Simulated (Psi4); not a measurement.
# One shape, several levels: GeH3F (fluorogermane)

We compute a comparison of 3 runs (HF/STO-3G, HF/def2-SVP, PBE0/def2-SVP) of GeH3F (fluorogermane). 

Program for the calculation: Psi4 1.11.

### Step 1. The molecule

The species is GeH3F (5 atoms), meant as a singlet with charge 0. As SMILES, `[F][GeH3]`. Geometry: relaxed at PBE0-D4/def2-TZVP.

Bond lengths: F1–Ge2 1.742 Å, Ge2–H3 1.533 Å, Ge2–H4 1.533 Å, Ge2–H5 1.533 Å. Angles: F1–Ge2–H3 106.2°, F1–Ge2–H4 106.2°, F1–Ge2–H5 106.3°, H3–Ge2–H4 112.5°, H3–Ge2–H5 112.5°, H4–Ge2–H5 112.5°.

### Step 2. Energy and forces at HF/STO-3G (run 1)

job.inp reads:

```
memory 1.6 GB

molecule {
  0 1
  F
  Ge 1 1.741819
  H 2 1.53326 1 106.24363
  H 2 1.533294 3 112.48351 1 -115.84289
  H 2 1.533254 3 112.49439 4 -128.29267
  symmetry c1
  no_reorient
  no_com
}

set {
  basis STO-3G
  puream true
  e_convergence 1e-09
  d_convergence 1e-08
  scf_type pk
}

energy_value = gradient("scf")
print_variables()
```

Command:

```bash
$ psi4 -i job.inp -o job.out -n 1
```

job.out:

```text
[...]
  Running in c1 symmetry.
[...]
  Nuclear repulsion =  126.699041272577276
[...]
  Multiplicity = 1
[...]
  Nalpha       = 22
  Nbeta        = 22
[...]
    Number of basis functions: 26
[...]
   @RHF iter   1: -2151.29422489108765   -3.27310e+00   2.22139e-02 DIIS/ADIIS
[...]
   @RHF iter   9: -2151.53693253340089   -1.36424e-12   3.00273e-09 DIIS
[...]
    Orbital Energies [Eh]
    ---------------------
    Doubly Occupied:
       1A   -400.580503     2A    -50.423483     3A    -45.487737
       4A    -45.487131     5A    -45.487130     6A    -25.810768
       7A     -6.507791     8A     -4.549895     9A     -4.548436
      10A     -4.548436    11A     -1.401249    12A     -0.690210
      13A     -0.690209    14A     -0.689878    15A     -0.686632
      16A     -0.686632    17A     -0.658350    18A     -0.474687
      19A     -0.474668    20A     -0.414186    21A     -0.377401
      22A     -0.377383
[...]
  @RHF Final Energy: -2151.53693253340089
   => Energetics <=
    Nuclear Repulsion Energy =            126.6990412725772757
    One-Electron Energy =               -3274.3663605067413300
    Two-Electron Energy =                 996.1303867007633244
    Total Energy =                      -2151.5369325334008863
[...]
  -Total Gradient:
     Atom            X                  Y                   Z
    ------   -----------------  -----------------  -----------------
       1        0.000010849643    -0.000007205626    -0.022462254634
       2       -0.000039224362     0.000022860875     0.001997863022
       3        0.000007846757    -0.037611064231     0.006814947068
       4        0.032593946396     0.018791806102     0.006816923322
       5       -0.032573418435     0.018803602880     0.006832521166
[...]
```

Run time: 1.2 s. Hardware: 1 thread of AMD EPYC 9R45 (Zen 5), shared host; peak memory 0.2 GiB.

### Step 3. A single-point energy at HF/def2-SVP (run 2)

job.json reads:

```json
{
  "schema_name": "qcschema_input",
  "schema_version": 1,
  "molecule": {
    "schema_name": "qcschema_molecule",
    "schema_version": 2,
    "symbols": ["F", "Ge", "H", "H", "H"],
    "geometry": [-1.97759839, 0.8962971, 2.1962397, 0.12887932, -0.07861261, -0.13757206, 2.51522547, -0.96753978, 1.24457363, -1.18637006, -2.22609737, -1.57074035, 0.61434996, 2.23667984, -1.8105466],
    "molecular_charge": 0,
    "molecular_multiplicity": 1,
    "fix_symmetry": "c1"
  },
  "driver": "energy",
  "model": {
    "method": "scf",
    "basis": "def2-SVP"
  },
  "keywords": {
    "puream": true,
    "e_convergence": 1e-09,
    "d_convergence": 1e-08,
    "scf_type": "pk",
    "scf_properties": ["DIPOLE", "MULLIKEN_CHARGES", "MAYER_INDICES"]
  }
}
```

Command:

```bash
$ psi4 --qcschema job.json -n 1 --memory 1600MB
```

stdout:

```text
[...]
  Running in c1 symmetry.
[...]
  Nuclear repulsion =  126.699030089755894
[...]
  Multiplicity = 1
[...]
  Nalpha       = 22
  Nbeta        = 22
[...]
    Number of basis functions: 61
[...]
   @RHF iter   1: -2175.22395817614824   -3.29692e+00   3.37412e-02 DIIS/ADIIS
[...]
   @RHF iter  11: -2176.22873396711111   -9.09495e-13   1.28026e-09 DIIS
[...]
  @RHF Final Energy: -2176.22873396711111
   => Energetics <=
    Nuclear Repulsion Energy =            126.6990300897558939
    One-Electron Energy =               -3288.4333991288467587
    Two-Electron Energy =                 985.5056350719801230
    Total Energy =                      -2176.2287339671106565
[...]
 Multipole Moments:
 ------------------------------------------------------------------------------------
     Multipole            Electronic (a.u.)      Nuclear  (a.u.)        Total (a.u.)
 ------------------------------------------------------------------------------------
 L = 1.  Multiply by 2.5417464519 to convert [e a0] to [Debye]
 Dipole X            :          0.3966519            0.2320869            0.6287387
 Dipole Y            :         -0.1829653           -0.1077987           -0.2907639
 Dipole Z            :         -0.4399205           -0.2568343           -0.6967548
 Magnitude           :                                                    0.9825087
[...]
  Mulliken Charges: (a.u.)
   Center  Symbol    Alpha    Beta     Spin     Total
       1     F     4.77517  4.77517  0.00000 -0.55034
       2    GE    15.52148 15.52148  0.00000  0.95705
       3     H     0.56779  0.56779  0.00000 -0.13559
       4     H     0.56779  0.56779  0.00000 -0.13557
       5     H     0.56778  0.56778  0.00000 -0.13555
   Total alpha = 22.00000, Total beta = 22.00000, Total charge = -0.00000
  Mayer Bond Indices:
[...]
```

The result, in JSON:

```text
{
 "driver": "energy",
 "model": {
  "method": "scf",
  "basis": "def2-SVP"
 },
 "success": true,
 "return_result": -2176.228733967111,
 "properties": {
  "calcinfo_nbasis": 61,
  "calcinfo_nmo": 61,
  "calcinfo_nalpha": 22,
  "calcinfo_nbeta": 22,
  "calcinfo_natom": 5,
  "nuclear_repulsion_energy": 126.6990300897559,
  "return_energy": -2176.228733967111,
  "scf_one_electron_energy": -3288.4333991288468,
  "scf_two_electron_energy": 985.5056350719801,
  "scf_dipole_moment": [0.6287387416738612, -0.29076394554226725, -0.6967547889424597],
  "scf_total_energy": -2176.228733967111,
  "scf_iterations": 11
 }
}
```

Wall time 1.3 s (1 thread of AMD EPYC 9R45 (Zen 5), shared host); peak memory 0.23 GiB.

### Step 4. The energy at PBE0/def2-SVP (run 3)

job.json reads:

```json
{
 "schema_name": "qcschema_input",
 "schema_version": 1,
 "molecule": {
  "schema_name": "qcschema_molecule",
  "schema_version": 2,
  "symbols": ["F", "Ge", "H", "H", "H"],
  "geometry": [-1.97759839, 0.8962971, 2.1962397, 0.12887932, -0.07861261, -0.13757206, 2.51522547, -0.96753978, 1.24457363, -1.18637006, -2.22609737, -1.57074035, 0.61434996, 2.23667984, -1.8105466],
  "molecular_charge": 0,
  "molecular_multiplicity": 1,
  "fix_symmetry": "c1",
  "fix_com": true,
  "fix_orientation": true
 },
 "driver": "energy",
 "model": {
  "method": "pbe0",
  "basis": "def2-SVP"
 },
 "keywords": {
  "puream": true,
  "e_convergence": 1e-09,
  "d_convergence": 1e-08,
  "scf_type": "pk",
  "dft_radial_points": 99,
  "dft_spherical_points": 590,
  "scf_properties": ["QUADRUPOLE", "WIBERG_LOWDIN_INDICES", "DIPOLE"]
 }
}
```

Command:

```bash
$ psi4 --qcschema job.json -n 1 --memory 1600MB
```

stdout:

```text
[...]
  Running in c1 symmetry.
[...]
  Nuclear repulsion =  126.699030089755894
[...]
  Multiplicity = 1
[...]
  Nalpha       = 22
  Nbeta        = 22
[...]
    Number of basis functions: 61
[...]
   @RKS iter   1: -2176.66643679699064   -2.14591e+00   3.85966e-02 DIIS/ADIIS
[...]
   @RKS iter  10: -2177.96271209921633    0.00000e+00   6.96860e-09 DIIS
[...]
  @RKS Final Energy: -2177.96271209921633
   => Energetics <=
    Nuclear Repulsion Energy =            126.6990300897558939
    One-Electron Energy =               -3287.9649918769086980
    Two-Electron Energy =                1051.4660146524199718
    DFT Exchange-Correlation Energy =     -68.1627649644837987
    Empirical Dispersion Energy =           0.0000000000000000
    VV10 Nonlocal Energy =                  0.0000000000000000
    Total Energy =                      -2177.9627120992167875
[...]
 Multipole Moments:
 ------------------------------------------------------------------------------------
     Multipole            Electronic (a.u.)      Nuclear  (a.u.)        Total (a.u.)
 ------------------------------------------------------------------------------------
 L = 1.  Multiply by 2.5417464519 to convert [e a0] to [Debye]
 Dipole X            :         12.2673053          -11.7310419            0.5362634
 Dipole Y            :         -4.8421219            4.5941131           -0.2480088
 Dipole Z            :        -13.8214038           13.2271381           -0.5942657
 Magnitude           :                                                    0.8379968
 L = 2.  Multiply by 1.3450342976 to convert [e a0^2] to [Debye ang]
 Quadrupole XX       :        -62.4773251           43.8408336          -18.6364915
 Quadrupole XY       :         15.1660841          -14.6953518            0.4707323
[...]
```

The result, in JSON:

```text
{
 "driver": "energy",
 "model": {
  "method": "pbe0",
  "basis": "def2-SVP"
 },
 "success": true,
 "return_result": -2177.9627120992163,
 "properties": {
  "calcinfo_nbasis": 61,
  "calcinfo_nmo": 61,
  "calcinfo_nalpha": 22,
  "calcinfo_nbeta": 22,
  "calcinfo_natom": 5,
  "nuclear_repulsion_energy": 126.6990300897559,
  "return_energy": -2177.9627120992163,
  "scf_one_electron_energy": -3287.9649918769087,
  "scf_two_electron_energy": 1051.46601465242,
  "scf_xc_energy": -68.1627649644838,
  "scf_dipole_moment": [0.5362634039979248, -0.2480088009770114, -0.5942657496466897],
  "scf_total_energy": -2177.9627120992163,
  "scf_iterations": 10
 }
}
```

Wall time 4.8 s (1 thread of AMD EPYC 9R45 (Zen 5), shared host); peak memory 0.67 GiB.

### Step 5. The series

| run | level | task | integration grid | energy (Eh) | dipole moment (D) | HOMO energy (eV) | LUMO energy (eV) | wall time |
| --- | --- | --- | --- | --- | --- | --- | --- | --- |
| 1 | HF/STO-3G | gradient | – | -2151.536933 | 1.40 | -10.27 | 11.95 | 1.2 s |
| 2 | HF/def2-SVP | energy | – | -2176.228734 | 2.50 | -13.24 | 3.36 | 1.3 s |
| 3 | PBE0/def2-SVP | energy | 99 radial × 590 angular | -2177.962712 | 2.13 | -9.56 | 0.11 | 4.8 s |

### Step 6. Summary of results

```
            quantity           value
 run 3: total energy  -2177.96271 Eh
run 3: dipole moment          2.13 D
  run 3: HOMO energy        -9.56 eV
  run 3: LUMO energy         0.11 eV
run 3: HOMO–LUMO gap         9.67 eV
```

**Reading.** The dipole moment (its size) runs from 1.40 D (HF/STO-3G) to 2.50 D (HF/def2-SVP). The HOMO–LUMO gap runs from 9.67 eV (PBE0/def2-SVP) to 22.22 eV (HF/STO-3G). The two ends differ in method and basis. In run 1 the basis is minimal, so the values are rough. All runs together took 7.4 s, the longest 4.8 s.
